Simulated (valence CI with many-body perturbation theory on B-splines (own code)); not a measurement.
**Levels and ionisation energy of Ag¹⁴⁺**

Aim: the low levels of Ag¹⁴⁺, its ionisation energy, and how pure its levels are, set against NIST.

The numbers are computed with an in-house CI+MBPT code version 3 (configuration interaction of the valence electrons, many-body perturbation theory for a frozen closed Dirac-Fock core, no-pair Dirac Hamiltonian, B-spline basis), except any that are marked as measured or tabulated.

## Step 1: The atom as given

```
element                                      : silver (Z = 47, A = 107)
charge                                       : +14
frozen core                                  : [Ar] 3d10
start configuration of the valence electrons : 4s2 4p3
nuclear rms radius                           : 4.5454 fm
```

## Step 2: The run

Settings of the run:

```ini
atom Ag  Z=47  mass_number=107  rms_radius_fm=4.5454
core [Ar] 3d10
valence 4s2 4p3
avg = 1
basis = M
breit = 1
cap = 40000
capref = 1200
cscale = 1
de = 0.0
dress = 0
eps = 2e-08
h = 0.27
hh = 1
l2 = 3
lcore = 6
maxit = 60
n2 = 5
natural = 1
nlev = 45
nno = [5, 5, 5, 4, 2, 1]
nroot = 26
nsp = [4, 4, 3, 2, 1, 0]
pt2 = 1
qed = 1
rpa = 1
s1 = 1
s2 = 1
s3 = 1
screen = 1
tol = 2e-05
```

On the command line:

```sh
python run_cv.py task.json out
```

task.json holds these settings.

**Question.** What will come out?

As calculated:

| quantity | computed | tabulated |
| --- | --- | --- |
| lowest level | 4s2 4p3 ⁴S° 3/2 | 4p3 ⁴S°3/2 |
| first excitation | 4s2 4p3 ²D° 3/2, 45233 cm⁻¹ | - |
| ionisation energy, to 4s2 4p2 ³P J = 0 | 348.88 eV | 347 ± 3 eV (tabulated theoretical) |
| dipole polarisability of the lowest level | 0.5121 bohr³ | - |
| hyperfine A/(μ/I) of the lowest level | 4404 MHz | - |
| no level missing from the run's list below | 845375 cm⁻¹ | - |

**Reading.** The ionisation energy is 1.9 eV (0.54 %) above the NIST entry, whose uncertainty is 3 eV. Of the added terms Σ1 moves the ionisation energy most, by +1.08 eV. The lowest level is 98 % 4s2 4p3, but only 62 % ⁴S° beside 26 % ²P°, so its LS name says little. Cautions: intervals between levels of different J carry noise of about a tenth of the second-order remainder, tens of cm⁻¹ or more; by estimate levels hold to under 0.1 % in light ions and to 0.1 to 0.5 % in heavy ones.
